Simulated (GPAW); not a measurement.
Crystal: CoNiO2.

```
Ni Co O
1.0
     3.01433    0.00000    0.00000
     0.00000    3.01433    0.00000
     0.00000    0.00000    4.22229
Ni Co O
1 1 2
Direct
  0.00000 0.00000 0.00000
  0.50000 0.50000 0.50000
  0.00000 0.00000 0.50000
  0.50000 0.50000 0.00000
```

The cell comes from a database or a generator and needn't be the stable form of this composition.

Base run:

| Quantity | Value |
| --- | --- |
| Program | GPAW 26.7.0 |
| Functional | PBE |
| Potentials or basis | GPAW PAW data sets (gpaw-data 1.2.1) |
| Cutoff | 600 eV |
| Basis | pw |
| k mesh | 7 × 7 × 5 |
| Occupations | fermi-dirac, width 0.05 eV |
| Spin | collinear spin, ferromagnetic start |
| Starting moments | [2.0, 3.0, 0.0, 0.0] μB |

Its results: band gap on the k mesh none (metal or under the smearing width); pressure -6.3 GPa; net moment 4.43 μB per cell; site moments Ni +1.51; Co +2.29; O +0.20, +0.19 μB.

Problem. The run is repeated on the same cell with these changes: functional from PBE to LDA; potentials or basis from GPAW PAW data sets (gpaw-data 1.2.1) to the program's PAW data sets (release 1.2.1) made for this functional. What comes out?

Solution. Band gap on the k mesh none (metal or under the smearing width); pressure -26.9 GPa; net moment 3.32 μB per cell; site moments Ni +0.61; Co +2.24; O +0.16, +0.11 μB.

Caveats: the cutoff is short for stress and forces, so pressures can be off by a GPa or more; the stock nickel data set gives pressures a few GPa off other programs; semilocal functionals often make such compounds metallic where correlation or magnetic order opens a gap, which also shifts bond lengths; so large a pressure means that the cell lies far from this level's equilibrium, or that cutoff or potentials fall short (some runs).

Not every run made on this cell is shown here.
